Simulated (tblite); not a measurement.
# C4H11ClSi: the cost of one run

The runs use tblite 0.8.0 and PySCF 2.14.0, with density-fitted response routines of our own; the level of theory stands in each step. All values are computed, except where a source is named. Atoms count from 0, in the outputs and in this text.

## (1) Starting geometry

17 atoms, charge 0, multiplicity 1; geometry from: force field or distance geometry start.

Bonds of the start (Å): C0–C1 1.52, C1–C2 1.51, C2–Si3 1.85, Si3–C4 1.87, C4–Cl5 1.75, C0–H6 1.12, C0–H7 1.12, C0–H8 1.10, C1–H9 1.11, C1–H10 1.11, C2–H11 1.12, C2–H12 1.12, Si3–H13 1.48, Si3–H14 1.50, C4–H15 1.11, C4–H16 1.12.

## (2) Geometry optimisation with GFN2-xTB

Job settings and geometry (Å):

```
{"job": {"kind": "relax", "xc": "GFN2-xTB", "basis": "xTB"}, "charge": 0, "multiplicity": 1}
C     -1.899300    -0.430300     0.682800
C     -1.623300     0.639600    -0.358600
C     -0.231300     0.441100    -0.895500
Si     1.109600     0.557400     0.378100
C      2.374200    -0.741800    -0.088000
Cl     3.801600    -0.703900     0.931000
H     -2.927100    -0.822900     0.486400
H     -1.800400    -0.034000     1.724400
H     -1.204000    -1.279700     0.560300
H     -2.317500     0.557400    -1.219800
H     -1.783300     1.631800     0.101500
H     -0.043000     1.088200    -1.787900
H     -0.230200    -0.599200    -1.308200
H      1.711000     1.912600     0.414000
H      0.593900     0.213700     1.743500
H      2.590600    -0.689700    -1.174400
H      1.871600    -1.728300     0.099500
```

On the command line:

```sh
$ OMP_NUM_THREADS=1 python probes_run.py task.json out
```

The driver reads the jobs from task.json and runs them one after another.

Q: Estimate the wall time and peak memory of this first job on 1 thread of Arm Neoverse N1, shared host.

About 2.3 s, with a peak of 0.18 GiB.
